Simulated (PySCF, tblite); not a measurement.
# C₆H₇S radical: geometry, infrared bands and EPR parameters

Aim: predict the infrared bands and EPR parameters of C₆H₇S radical (`C=CS[CH]C#CC`).

Computed with tblite 0.8.0 and PySCF 2.14.0, with density-fitted response routines of our own, on a single molecule in the gas phase. Atoms count from 0, in the outputs and in this text.

## 1. The molecule as given

14 atoms, charge 0, multiplicity 2; geometry from: force field or distance geometry start.

Bonds of the start (Å): C0–C1 1.31, C1–S2 1.79, S2–C3 1.78, C3–C4 1.46, C4–C5 1.20, C5–C6 1.47, C0–H7 1.09, C0–H8 1.10, C1–H9 1.09, C3–H10 1.11, C6–H11 1.09, C6–H12 1.10, C6–H13 1.13.

## 2. Optimising the geometry with GFN2-xTB

What the job is given:

```
{"job": {"kind": "relax", "xc": "GFN2-xTB", "basis": "xTB"}, "charge": 0, "multiplicity": 2}
C     -2.509300     1.453800     0.503500
C     -1.633800     0.475900     0.557000
S     -2.082700    -1.110700    -0.132500
C     -0.658000    -2.043600    -0.662800
C      0.560800    -1.291700    -0.364900
C      1.547400    -0.650800    -0.148000
C      2.756700     0.136400     0.148300
H     -3.493000     1.316400     0.044900
H     -2.267500     2.444500     0.927300
H     -0.669200     0.655500     1.040400
H     -0.789500    -2.297100    -1.731700
H      2.463900     1.020300     0.715200
H      3.281100     0.420300    -0.771500
H      3.492500    -0.529500     0.692800
```

Launch:

```sh
$ OMP_NUM_THREADS=1 python probes_run.py task.json out
```

The driver reads the jobs from task.json and runs them one after another.

**Question.** This job is followed by: GFN2-xTB harmonic vibrations, gas phase; UKS B3LYP, pcH-1 on C H S, non-relativistic, mean-field spin-orbit, GIAO. What will the session give for the following? strongest single infrared mode (GFN2-xTB); zero-point energy (GFN2-xTB); g(iso) (B3LYP); ⟨S²⟩; largest a(iso) (averaged by class); potential on the surface of density 0.002 e/bohr³, 1st and 99th percentile.

As calculated:

```
                                                                  quantity                 value
                                 strongest single infrared mode (GFN2-xTB)  2243 cm⁻¹, 81 km/mol
                                              zero-point energy (GFN2-xTB)         64.2 kcal/mol
                                                            g(iso) (B3LYP)               2.00460
                                                                      ⟨S²⟩    0.765 (exact 0.75)
                                        largest a(iso) (averaged by class)   13C on C3, 61.9 MHz
potential on the surface of density 0.002 e/bohr³, 1st and 99th percentile    -0.72 V and 0.98 V
```

**Reading.** Relaxing lowered the energy by 0.813 eV in 89 steps; the close pair that moved most is C3–C4, from 1.463 to 1.362 Å. The lowest mode is imaginary (21i cm⁻¹), so the xTB geometry is not a minimum: the zero-point energy counts the real modes alone, and all values at this geometry belong to a saddle point. The strongest single mode, at 2243 cm⁻¹, moves mainly C5 and C4. Unscaled tight-binding wavenumbers are off by several per cent, some by more. Its intensities can rank the bands wrongly. C3 carries the largest spin population, 0.62 e. The isotropic g lies 2.3 ppt above the free-electron value.
